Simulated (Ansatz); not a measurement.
# Ga2AsN: the cell at several levels of theory, part 1 of 2

Aim: relax Ga2AsN, ordered on the rocksalt lattice (P4/mmm) with 4 atoms a cell with PBE and r2SCAN and see how far the functionals disagree on the cell. This is a trial cell built on a prototype, not taken from a measured structure, and it needn't be the compound's ground state.

Program: Ansatz 0.2.0. PAW datasets, plane waves, zero pressure. The cell comes from a prototype generator: it can be a known phase or a hypothetical one. Spin polarisation is off.

**1. The structure to begin with**

This is the cell as the run starts from it, not yet at rest; its lengths are not the crystal's.

The symmetry is P4/mmm (No. 123, tetragonal); a = 3.175 Å, c = 4.490 Å in the conventional setting, 11.31 Å³ an atom. N has 6 Ga at 2.24 Å; Ga has 4 As at 2.24 Å and 2 N at 2.24 Å; As has 6 Ga at 2.24 Å; Ga has 4 N at 2.24 Å and 2 As at 2.24 Å.

The structure in full:

```xyz
4
Lattice="3.1747 0.0000 0.0000 0.0000 3.1747 0.0000 0.0000 0.0000 4.4897" Properties=species:S:1:pos:R:3 pbc="T T T"
N     0.0000    0.0000    0.0000
Ga    0.0000    0.0000    2.2449
As    1.5874    1.5874    2.2449
Ga    1.5874    1.5874    0.0000
```

**2. Relaxation with PBE**

File input.yaml:

```yaml
crystal:
  lattice:
    - [3.1747114576, 0.0, 0.0]
    - [0.0, 3.1747114576, 0.0]
    - [0.0, 0.0, 4.48972]
  atoms:
    - { symbol: "N", position: [0.0, 0.0, 0.0] }
    - { symbol: Ga, position: [0.0, 0.0, 0.5] }
    - { symbol: As, position: [0.5, 0.5, 0.5] }
    - { symbol: Ga, position: [0.5, 0.5, 0.0] }
kpoints:
  mp_grid: { grid: [8, 8, 6] }
hamiltonian:
  xc: pbe
scf:
  occupations: { method: fermi_dirac, width: 0.02 }
relax:
  f_tol: 0.005
  cell: {}
```

Launch:

```
$ ansatz run input.yaml --threads 2 --pin off --max-ram 2211MiB --backend cpu --events-out ev --progress --plain --runs-dir out
```

The program printed:

```text
Warning: RAYON_NUM_THREADS=2 ignored (pool sized by the plan → 2); use --threads N
Engine: ansatz 0.2.0, aarch64-unknown-linux-gnu
Pseudopotentials: kind: paw
Pseudopotential: N, paw, valence charge 5, recommended cutoff 420 eV (normal), N.paw.azcp
Pseudopotential: Ga, paw, valence charge 13, recommended cutoff 420 eV (normal), Ga.paw.azcp
Pseudopotential: As, paw, valence charge 15, recommended cutoff 420 eV (normal), As.paw.azcp
Functional definition: PBE
  parameter kappa = 0.804
  parameter beta = 0.06672455060314922
  exchange = pbe_x(kappa = kappa, mu = beta*pi^2/3)
  correlation = pbe_c(beta = beta)
Crystal: 4 atoms, lattice volume = 45.251 Å³
Basis set: ecut = 420 eV, 903 PW (Γ), exchange–correlation on 48×48×64 points (8 copies of the dense FFT grid, shifted against one another)
Bands: 28, of which v1, the nominal top of the filled ones, is band 23 counted from 1 (22 counted from 0)
Symmetry: 16 space group operations
Space group: P4/mmm (ITA 123), of the structure as read, at distance tolerance 3.6e-5 Å
k-points: 60 of 384
Non-local potential: N, projectors of the file, l = 0: 2, l = 1: 2, l = 2: 1
Non-local potential: Ga, projectors of the file, l = 0: 2, l = 1: 2, l = 2: 3, l = 3: 1
Non-local potential: As, projectors of the file, l = 0: 2, l = 1: 2, l = 2: 3, l = 3: 1
PAW form: soft (Blöchl's): semilocal exchange-correlation on the pseudo side does not see the compensation charge
PAW one-centre angular grid: N, 110 points (default); XC on 64 Gauss nodes
PAW one-centre angular grid: Ga, 590 points (default); XC on 64 Gauss nodes
PAW one-centre angular grid: As, 590 points (default); XC on 64 Gauss nodes
Initial density: superposition of atomic densities (neutral atoms: chi_scale 0, normalization atom), corrected by the library's trained network
Initial wavefunctions: pseudopotential atomic-orbital guess
Functional: x = pbe(κ = 0.804, μ = 0.2195149727645171), c = pbe(β = 0.06672455060314922)
SCF iter   1: F=—  HF=-12802.011886 eV  |F-HF|=—  |Δ(HF+E_count)|=         —  Δρ=5.61e-3  dr2=1.90e-2  ethr=1.77e-3  ⟨swp⟩=6.0  Hψ=7096  notcnv=0
preconditioner: auto → none  [insulator: Δε(μ)=0.122 eV  Ē_g=21.804 eV  σ=0.020 eV  W_gap=0.71  n_scr=14 (ndim 8)  ℏωp=37.4 eV  f_vac=0.000  D(μ)=0.61/eV (n_scr^D=2)  ε∞_Penn≈3.9]
SCF iter   2: F=—  HF=-12802.007565 eV  |F-HF|=—  |Δ(HF+E_count)|=   4.32e-3  Δρ=1.62e-3  dr2=6.97e-4  ethr=4.14e-5  ⟨swp⟩=2.5  Hψ=3295  notcnv=0  defer=47
SCF iter   3: F=—  HF=-12802.007486 eV  |F-HF|=—  |Δ(HF+E_count)|=   7.91e-5  Δρ=7.62e-4  dr2=1.11e-4  ethr=1.52e-6  ⟨swp⟩=2.0  Hψ=2872  notcnv=0  defer=47
SCF iter   4: F=—  HF=-12802.007477 eV  |F-HF|=—  |Δ(HF+E_count)|=   9.19e-6  Δρ=2.04e-4  dr2=6.11e-6  ethr=2.42e-7  ⟨swp⟩=2.0  Hψ=2692  notcnv=0  defer=47
SCF iter   5: F=—  HF=-12802.007491 eV  |F-HF|=—  |Δ(HF+E_count)|=   1.40e-5  Δρ=2.98e-5  dr2=1.80e-7  ethr=1.33e-8  ⟨swp⟩=2.0  Hψ=2708  notcnv=0  defer=47
SCF iter   6: F=-12802.007491 eV  HF=-12802.007491 eV  |F-HF|=4.97e-9  |Δ(HF+E_count)|=   1.07e-7  Δρ=6.83e-6  dr2=7.21e-9  ethr=2.17e-10  ⟨swp⟩=4.1  Hψ=6086  notcnv=0
SCF 1 converged in 6 iterations: F = -12802.007491 eV  dr2 = 7.21e-9
relax step   1: F+E_penalty+E_count = -12802.00749113 eV  Δ(F+E_penalty+E_count) = +0.000e0 eV  max|allowed force component| = 1.388e-28 eV/Å  Δτ_max = 0.0000 Å  P = +56.426 GPa  Ω = 45.251 Å³  (6 SCF iters, dr2 threshold 1.00e-7 eV, accepted)
Crystal: 4 atoms, lattice volume = 52.102 Å³
Basis set: ecut = 420 eV, 1023 PW (Γ), exchange–correlation on 48×48×64 points (8 copies of the dense FFT grid, shifted against one another)
Initial density: handed on by an earlier stage of this run
Initial wavefunctions: those handed on with the density
iter 1 solved again at ethr=3.07e-4 eV; its pass at ethr=3.10e-3 eV (dr2=1.41e-1 eV) is discarded
SCF iter   1: F=—  HF=-12803.581800 eV  |F-HF|=—  |Δ(HF+E_count)|=         —  Δρ=1.57e-2  dr2=1.44e-1  ethr=3.07e-4  ⟨swp⟩=1.4  Hψ=10124  notcnv=0
preconditioner: auto → Kerker (q_TF=auto, 2.672 Å⁻¹)  [metal: Δε(μ)=0.042 eV  Ē_g=15.702 eV  σ=0.020 eV  W_gap=0.47  n_scr=18 (ndim 8)  ℏωp=30.9 eV  f_vac=0.000  D(μ)=1.85/eV (n_scr^D=14)]
SCF iter   2: F=—  HF=-12803.562105 eV  |F-HF|=—  |Δ(HF+E_count)|=   1.97e-2  Δρ=9.18e-3  dr2=5.32e-2  ethr=3.07e-4  ⟨swp⟩=2.0  Hψ=1964  notcnv=0
SCF iter   3: F=—  HF=-12803.553293 eV  |F-HF|=—  |Δ(HF+E_count)|=   8.81e-3  Δρ=2.07e-3  dr2=3.80e-3  ethr=1.16e-4  ⟨swp⟩=2.4  Hψ=2485  notcnv=0
SCF iter   4: F=—  HF=-12803.552430 eV  |F-HF|=—  |Δ(HF+E_count)|=   8.63e-4  Δρ=1.12e-3  dr2=1.25e-3  ethr=8.25e-6  ⟨swp⟩=2.0  Hψ=3350  notcnv=0
SCF iter   5: F=—  HF=-12803.552290 eV  |F-HF|=—  |Δ(HF+E_count)|=   1.40e-4  Δρ=4.17e-4  dr2=2.00e-4  ethr=2.71e-6  ⟨swp⟩=2.0  Hψ=2727  notcnv=0
SCF iter   6: F=—  HF=-12803.552229 eV  |F-HF|=—  |Δ(HF+E_count)|=   6.04e-5  Δρ=2.11e-4  dr2=4.53e-5  ethr=4.35e-7  ⟨swp⟩=2.0  Hψ=2755  notcnv=0
SCF iter   7: F=—  HF=-12803.552221 eV  |F-HF|=—  |Δ(HF+E_count)|=   8.21e-6  Δρ=7.30e-5  dr2=3.99e-6  ethr=9.85e-8  ⟨swp⟩=2.2  Hψ=2327  notcnv=0
SCF iter   8: F=-12803.552221 eV  HF=-12803.552221 eV  |F-HF|=2.37e-7  |Δ(HF+E_count)|=   3.23e-7  Δρ=2.26e-5  dr2=2.17e-7  ethr=8.70e-10  ⟨swp⟩=3.8  Hψ=7520  notcnv=0
SCF 2 converged in 8 iterations: F = -12803.552221 eV  dr2 = 2.17e-7
relax step   2: F+E_penalty+E_count = -12803.55222064 eV  Δ(F+E_penalty+E_count) = -1.545e0 eV  max|allowed force component| = 4.709e-30 eV/Å  Δτ_max = 0.0000 Å  P = +20.439 GPa  Ω = 52.102 Å³  energy of the carried Pulay correction = -1.093e-2 eV  (8 SCF iters, dr2 threshold 4.00e-7 eV, accepted)
Crystal: 4 atoms, lattice volume = 56.989 Å³
Basis set: ecut = 420 eV, 1093 PW (Γ), exchange–correlation on 48×48×64 points (8 copies of the dense FFT grid, shifted against one another)
iter 1 solved again at ethr=1.18e-4 eV; its pass at ethr=3.10e-3 eV (dr2=5.44e-2 eV) is discarded
SCF iter   1: F=—  HF=-12803.937850 eV  |F-HF|=—  |Δ(HF+E_count)|=         —  Δρ=9.09e-3  dr2=5.52e-2  ethr=1.18e-4  ⟨swp⟩=1.1  Hψ=9882  notcnv=0
preconditioner: auto → Kerker (q_TF=auto, 2.633 Å⁻¹)  [metal: Δε(μ)=0.019 eV  Ē_g=15.157 eV  σ=0.020 eV  W_gap=0.23  n_scr=20 (ndim 8)  ℏωp=29.5 eV  f_vac=0.000  D(μ)=1.55/eV (n_scr^D=6)]
SCF iter   2: F=—  HF=-12803.930671 eV  |F-HF|=—  |Δ(HF+E_count)|=   7.18e-3  Δρ=5.23e-3  dr2=1.96e-2  ethr=1.18e-4  ⟨swp⟩=2.0  Hψ=1941  notcnv=0
SCF iter   3: F=—  HF=-12803.928272 eV  |F-HF|=—  |Δ(HF+E_count)|=   2.40e-3  Δρ=1.39e-3  dr2=1.74e-3  ethr=4.25e-5  ⟨swp⟩=2.4  Hψ=2559  notcnv=0
SCF iter   4: F=—  HF=-12803.927783 eV  |F-HF|=—  |Δ(HF+E_count)|=   4.89e-4  Δρ=7.84e-4  dr2=6.44e-4  ethr=3.77e-6  ⟨swp⟩=2.0  Hψ=3243  notcnv=0
SCF iter   5: F=—  HF=-12803.927771 eV  |F-HF|=—  |Δ(HF+E_count)|=   1.15e-5  Δρ=3.63e-4  dr2=8.18e-5  ethr=1.40e-6  ⟨swp⟩=2.0  Hψ=2506  notcnv=0
SCF iter   6: F=—  HF=-12803.927724 eV  |F-HF|=—  |Δ(HF+E_count)|=   4.75e-5  Δρ=1.97e-4  dr2=2.25e-5  ethr=1.78e-7  ⟨swp⟩=2.0  Hψ=2933  notcnv=0
SCF iter   7: F=—  HF=-12803.927720 eV  |F-HF|=—  |Δ(HF+E_count)|=   3.19e-6  Δρ=8.38e-5  dr2=5.99e-6  ethr=4.89e-8  ⟨swp⟩=2.0  Hψ=2418  notcnv=0
SCF iter   8: F=—  HF=-12803.927720 eV  |F-HF|=—  |Δ(HF+E_count)|=   5.74e-7  Δρ=3.25e-5  dr2=6.77e-7  ethr=1.30e-8  ⟨swp⟩=2.1  Hψ=2355  notcnv=0
SCF iter   9: F=-12803.927720 eV  HF=-12803.927720 eV  |F-HF|=7.66e-8  |Δ(HF+E_count)|=   1.51e-7  Δρ=9.58e-6  dr2=7.46e-8  ethr=8.70e-10  ⟨swp⟩=4.9  Hψ=6288  notcnv=0
SCF 3 converged in 9 iterations: F = -12803.927720 eV  dr2 = 7.46e-8
relax step   3: F+E_penalty+E_count = -12803.92771962 eV  Δ(F+E_penalty+E_count) = -3.755e-1 eV  max|allowed force component| = 6.903e-31 eV/Å  Δτ_max = 0.0000 Å  P = +5.686 GPa  Ω = 56.989 Å³  energy of the carried Pulay correction = -1.784e-2 eV  (9 SCF iters, dr2 threshold 4.00e-7 eV, accepted)
[... 13 lines left out ...]
relax step   4: F+E_penalty+E_count = -12803.96844922 eV  Δ(F+E_penalty+E_count) = -4.073e-2 eV  max|allowed force component| = 2.268e-30 eV/Å  Δτ_max = 0.0000 Å  P = +0.974 GPa  Ω = 59.125 Å³  energy of the carried Pulay correction = -2.067e-2 eV  (8 SCF iters, dr2 threshold 4.00e-7 eV, accepted)
[... 12 lines left out ...]
relax step   5: F+E_penalty+E_count = -12803.96928047 eV  Δ(F+E_penalty+E_count) = -8.313e-4 eV  max|allowed force component| = 4.437e-31 eV/Å  Δτ_max = 0.0000 Å  P = -0.019 GPa  Ω = 59.620 Å³  energy of the carried Pulay correction = -2.130e-2 eV  (6 SCF iters, dr2 threshold 4.00e-7 eV, accepted)
[... 15 lines left out ...]
relax step   6: F+E_penalty+E_count = -12804.04021182 eV  Δ(F+E_penalty+E_count) = -7.093e-2 eV  max|allowed force component| = 7.149e-30 eV/Å  Δτ_max = 0.0000 Å  P = +1.518 GPa  Ω = 59.620 Å³  stress off target by 1.53e0 GPa  SCF on the basis re-selected at this cell (its energy is not comparable with the rows above)  (10 SCF iters)
[... 12 lines left out ...]
relax step   7: F+E_penalty+E_count = -12804.04335171 eV  Δ(F+E_penalty+E_count) = -3.140e-3 eV  max|allowed force component| = 2.958e-31 eV/Å  Δτ_max = 0.0000 Å  P = +0.224 GPa  Ω = 60.385 Å³  energy of the carried Pulay correction = -9.852e-4 eV  (6 SCF iters, dr2 threshold 4.00e-7 eV, accepted)
[... 12 lines left out ...]
relax step   8: F+E_penalty+E_count = -12804.04326586 eV  Δ(F+E_penalty+E_count) = +8.585e-5 eV  max|allowed force component| = 3.451e-31 eV/Å  Δτ_max = 0.0000 Å  P = +0.006 GPa  Ω = 60.519 Å³  energy of the carried Pulay correction = -1.168e-3 eV  (6 SCF iters, dr2 threshold 1.32e-7 eV, accepted)
iter 1 solved again at ethr=7.90e-8 eV; its pass at ethr=3.10e-3 eV (dr2=3.63e-5 eV) is discarded
SCF iter   1: F=—  HF=-12804.044075 eV  |F-HF|=—  |Δ(HF+E_count)|=         —  Δρ=2.87e-4  dr2=1.46e-6  ethr=7.90e-8  ⟨swp⟩=3.0  Hψ=10714  notcnv=0
preconditioner: auto → Kerker (q_TF=auto, 2.606 Å⁻¹)  [metal: Δε(μ)=0.038 eV  Ē_g=14.812 eV  σ=0.020 eV  W_gap=0.43  n_scr=20 (ndim 8)  ℏωp=28.6 eV  f_vac=0.000  D(μ)=1.54/eV (n_scr^D=6)]
SCF iter   2: F=—  HF=-12804.044349 eV  |F-HF|=—  |Δ(HF+E_count)|=   2.74e-4  Δρ=1.47e-4  dr2=4.03e-7  ethr=3.16e-9  ⟨swp⟩=2.6  Hψ=2832  notcnv=0
SCF iter   3: F=—  HF=-12804.044439 eV  |F-HF|=—  |Δ(HF+E_count)|=   9.01e-5  Δρ=1.88e-5  dr2=6.88e-9  ethr=8.77e-10  ⟨swp⟩=2.0  Hψ=2761  notcnv=0
SCF iter   4: F=—  HF=-12804.044440 eV  |F-HF|=—  |Δ(HF+E_count)|=   1.44e-6  Δρ=2.67e-6  dr2=3.10e-9  ethr=1.50e-11  ⟨swp⟩=2.2  Hψ=2825  notcnv=0
SCF iter   5: F=—  HF=-12804.044440 eV  |F-HF|=—  |Δ(HF+E_count)|=  2.15e-10  Δρ=6.61e-7  dr2=1.78e-10  ethr=6.73e-12  ⟨swp⟩=2.0  Hψ=2743  notcnv=0
SCF iter   6: F=-12804.044440 eV  HF=-12804.044440 eV  |F-HF|=3.64e-11  |Δ(HF+E_count)|=  4.58e-10  Δρ=2.48e-7  dr2=3.14e-11  ethr=1.00e-12  ⟨swp⟩=4.4  Hψ=6234  notcnv=0
SCF 9 converged in 6 iterations: F = -12804.044440 eV  dr2 = 3.14e-11
relax step   9: F+E_penalty+E_count = -12804.04444034 eV  Δ(F+E_penalty+E_count) = -1.174e-3 eV  max|allowed force component| = 2.465e-31 eV/Å  Δτ_max = 0.0000 Å  P = +0.004 GPa  Ω = 60.519 Å³  stress off target by 6.74e-3 GPa  SCF on the basis re-selected at this cell (its energy is not comparable with the rows above)  (6 SCF iters)
basis re-selected at this cell: Δ(F+E_penalty+E_count) = -1.174e-3 eV, ΔP = -0.002 GPa vs the last step (what re-selecting the basis moved, of the pressure what is left beyond the Pulay correction that the steps carried, after the strain that the cell walked since its last selection, with what the two solves' SCF thresholds leave and, on support functions, any second-order correction that the steps lacked; it is no measure of the basis error at this ecutwfc). This SCF's stress stands 6.74e-3 GPa from its target on what of the cell is left free (relax.cell.stress_tol is 5.00e-2 GPa) and its largest allowed force component is 2.47e-31 eV/Å (relax.f_tol is 5.00e-3 eV/Å): within both
SCF converged after 6 iterations
Free energy (F): -12804.044440 eV
Harris-Foulkes:  -12804.044440 eV  (|F-HF|=3.64e-11)
Internal energy: -12804.042366 eV  (E = F + TS)
E sigma→0 (E₀):  -12804.043403 eV
Entropy (-TS):   -0.002074 eV (-0.519 meV/atom)
Fermi energy:    10.516329 eV
--- Per-component energies (eV) ---
  E_band       = -255.007456
  E_kinetic    = 458.520151
  E_local      = -5327.338432  (includes V_loc(G=0)·N_el)
  E_nonlocal   = 227.315915
  E_hartree    = 2634.545495
  E_xc         = -275.796410
  E_vxc        = -269.506613  (∫ρ·V_xc dr)
  E_paw        = -5941.764939  (= ΣΔE_a)
  E_vpaw       = -613.089438  (= ΣTr[D̂ρ^β])
  E_aug_tail   = -0.000045  (compensation charges beyond the density's cutoff)
  E_ewald      = -4579.524101
  E_smearing   = -0.002074  (= −TS)
  E_closure    = -0.000000  (closes the sum)
  Σ components = -12804.044440   (vs F -12804.044440, Δ=0.00e0)
--- Forces (eV/Å), atoms counted from 1 ---
  atom   1  N      0.00000000    -0.00000000     0.00000000
  atom   2  Ga     0.00000000     0.00000000     0.00000000
  atom   3  As     0.00000000    -0.00000000     0.00000000
  atom   4  Ga     0.00000000     0.00000000     0.00000000
  max |Σ_I F_I| component: 5.92e-31 eV/Å
--- Stress (GPa, compression-positive) ---
        0.006740       0.000000       0.000000
        0.000000       0.006740       0.000000
        0.000000       0.000000      -0.000961
  P = ⅓ Tr σ = 0.0042 GPa (0.042 kbar)
--- Relaxed structure (7 steps of the walk, 7 accepted, 2 SCFs on fresh bases) ---
  F+E_penalty+E_count = -12804.04444034 eV   max|allowed force component| = 2.465e-31 eV/Å   (the final SCF, on the basis selected at the relaxed cell)
  cell:  # Å, volume = 60.5193 Å³
    - [3.501540864639255, 2.037522615929511e-33, 0.0]
    - [2.3806843196650077e-33, 3.501540864639255, 0.0]
    - [0.0, 0.0, 4.93600518488]
  atoms:
    - { symbol: N, position: [-3.519018332858489e-33, 3.0330256113427743e-34, 0.0] }
    - { symbol: Ga, position: [-3.6380772275521053e-34, -1.8193678052506908e-34, 0.5] }
    - { symbol: As, position: [0.5, 0.5, 0.5] }
    - { symbol: Ga, position: [0.5, 0.5, 0.0] }
```

Run time: 17 s. Hardware: 2 threads of Arm Neoverse V2, shared host; peak memory 0.4 GiB.

The steps:

```
step  energy change (meV/atom)  largest force (eV/Å)  pressure (GPa)  volume (Å³/atom)
   1                       0.0                0.0000           56.43            11.313
   2                    -386.2                0.0000           20.44            13.025
   3                    -480.1                0.0000            5.69            14.247
   4                    -490.2                0.0000            0.97            14.781
   5                    -490.4                0.0000           -0.02            14.905
   6                    -508.2                0.0000            1.52            14.905
   7                    -509.0                0.0000            0.22            15.096
   8                    -508.9                0.0000            0.01            15.130
   9                    -509.2                0.0000            0.00            15.130
```

Steps 6, 9 solve the same cell on a plane-wave basis chosen anew, so the energy can jump there without a move.

The table lists every geometry solved, with passes on a fresh basis, whose energies don't compare exactly with the rows above.

|  | before | after | change |
| --- | --- | --- | --- |
| a (Å) | 3.175 | 3.502 | +10.29 % |
| c (Å) | 4.490 | 4.936 | +9.94 % |
| volume (Å³/atom) | 11.313 | 15.130 | +33.74 % |
| shortest distance (Å) | 2.245 | 2.468 | +9.94 % |
| space group | P4/mmm | P4/mmm | same |

(Continued in part 2 of 2.)
